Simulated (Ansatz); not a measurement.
**CH7GaSSi: small, medium and large basis sets**

Aim: see how fast density functionals converge with the basis set for CH7GaSSi.

Method: one geometry, several basis sets; program: Ansatz 0.2.0, Gaussian basis.

The runs, in order: PBE0-D4/def2-SVP; ωB97M-V/def2-SVP; PBE0-D4/def2-QZVPP; ωB97M-V/def2-QZVPP; the functionals' def2-TZVPP values are taken from earlier runs.

### 1 The relaxed structure

All runs share one geometry, relaxed beforehand with PBE0-D4 in a triple-zeta def2 set.

SMILES `S[SiH2][CH2][GaH2]`, 11 atoms, charge 0, spin multiplicity 1.

Atoms are counted from 1 here; the program's logs count them from 0.

Bond lengths: S1–Si2 2.144 Å, S1–H5 1.344 Å, Si2–C3 1.857 Å, Si2–H6 1.487 Å, Si2–H7 1.488 Å, C3–Ga4 1.972 Å, C3–H8 1.095 Å, C3–H9 1.094 Å, Ga4–H10 1.570 Å, Ga4–H11 1.570 Å. Angles: Si2–S1–H5 94.6°, S1–Si2–C3 114.2°, S1–Si2–H6 103.2°, S1–Si2–H7 109.9°, C3–Si2–H6 111.3°, C3–Si2–H7 109.4°, H6–Si2–H7 108.6°, Si2–C3–Ga4 113.5°, Si2–C3–H8 108.2°, Si2–C3–H9 108.1°, Ga4–C3–H8 108.8°, Ga4–C3–H9 109.2°, H8–C3–H9 108.8°, C3–Ga4–H10 119.7°, C3–Ga4–H11 119.4°, H10–Ga4–H11 120.9°.

### 2 PBE0-D4 in def2-SVP

File in.yaml:

```yaml
crystal:
  periodic: [false, false, false]
  atoms:
    - {symbol: S, position_ang: [-1.339217, 2.640012, 0.423698]}
    - {symbol: Si, position_ang: [0.131722, 1.080626, 0.417552]}
    - {symbol: C, position_ang: [-0.478056, -0.538628, -0.257996]}
    - {symbol: Ga, position_ang: [0.828589, -2.005601, -0.085125]}
    - {symbol: H, position_ang: [-1.489079, 2.653469, -0.911802]}
    - {symbol: H, position_ang: [0.503580, 0.960365, 1.851861]}
    - {symbol: H, position_ang: [1.330371, 1.517198, -0.348909]}
    - {symbol: H, position_ang: [-0.714732, -0.399250, -1.317663]}
    - {symbol: H, position_ang: [-1.394129, -0.807058, 0.276379]}
    - {symbol: H, position_ang: [1.865987, -2.262427, -1.235197]}
    - {symbol: H, position_ang: [0.820366, -2.895706, 1.207704]}
basis:
  gaussian: {orbitals: def2-SVP}
hamiltonian: {xc: pbe0, dispersion: d4}
output: {orbitals: {seedname: orbitals}}
```

The run is started by

```sh
$ ansatz run in.yaml --threads 4 --pin off --events-out ev --progress --plain --max-ram 10444MiB
```

The runs that follow: ωB97M-V in def2-SVP; PBE0-D4 in def2-QZVPP; ωB97M-V in def2-QZVPP.

Q: Predict the results of all the runs planned. Wanted: PBE0-D4: double and triple zeta above quadruple; ωB97M-V: double and triple zeta above quadruple.

As calculated:

| quantity | value |
| --- | --- |
| PBE0-D4: double and triple zeta above quadruple | 16.41, 1.86 eV |
| ωB97M-V: double and triple zeta above quadruple | 16.41, 1.79 eV |

In words: For PBE0-D4 the step from double to triple zeta gains 14.55 eV and the next only 1.86 eV. Total energies overstate the basis error of differences, where much of it tends to cancel.
